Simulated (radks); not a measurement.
**Xe²⁺ inside a hard spherical wall**

The task here is to estimate one member of a computed series from the others.

Method: scalar-relativistic Kohn-Sham, r2SCAN, spin-polarised, spherical densities, finite nucleus; open shells are filled with parallel spins first. Code: radks (a radial shooting solver on a logarithmic mesh, Libxc functionals) version 1.

### What is computed

```
element            : xenon (Z = 54)
charge             : +2
electrons          : 52
configuration      : [Kr] 4d10 5s2 5p4
nuclear rms radius : 4.7859 fm
```

The outer shells:

Xe²⁺
```
[Kr] core
4d [↑↓][↑↓][↑↓][↑↓][↑↓]
5s [↑↓]
5p [↑↓][↑ ][↑ ]
```

The first run:

Input:

```text
Z 54
configuration [Kr] 4d10 5s2 5p4 6s0 4f0 5d0
relativity scalar-relativistic
functional r2scan,r2scan
spin polarised
nucleus finite rms 4.7859 fm
c 137.035999084
```

Among the steps run: The free atom; Wall at 20 bohr; Wall at 12 bohr; Wall at 10 bohr; Wall at 8 bohr; Wall at 7 bohr; Wall at 3.5 bohr; Wall at 3 bohr; Wall at 2.5 bohr; Wall at 1.5 bohr.

One table of the session follows, with a row left open; its other results are not shown here.

```
R (bohr)  E − E(free) (eV)  ε(5p) (eV)  ε(5d, empty) (eV)  ε(6s, empty) (eV)
    free             0.000     -27.850            -11.430                  -
      20            -0.000     -27.850            -11.430                  -
      12            -0.000     -27.850            -11.430            -10.239
      10             0.000     -27.850            -11.429            -10.216
       8             0.000     -27.849            -11.403            -10.000
       7             0.004     -27.844            -11.329             -9.550
     3.5            11.909     -22.617             -0.553             21.206
       3                 ?           ?                  ?                  ?
     2.5            103.02       1.519             35.553             107.31
     1.5            1319.7      211.55             275.77             615.65
```

Q: Estimate the row for R (bohr) = 3 from the others.

Worked estimate for «E − E(free) (eV)». A straight line through the neighbours (3.5, 11.909) and (2.5, 103.02) gives 11.909 + (103.02 − 11.909) × (3 − 3.5) / (2.5 − 3.5) = 57.464; a parabola fitted to 4 rows on both sides gives 74.005.

**Answer.** E − E(free) (eV): 34.603; ε(5p) (eV): -15.635; ε(5d, empty) (eV): 10.728; ε(6s, empty) (eV): 49.167. In «E − E(free) (eV)» the line misses by +22.861 and the parabola by +39.402.

In words: Eigenvalues are for spin up. Shells are not refilled when levels cross, and a hard wall is a model, not a crystal.
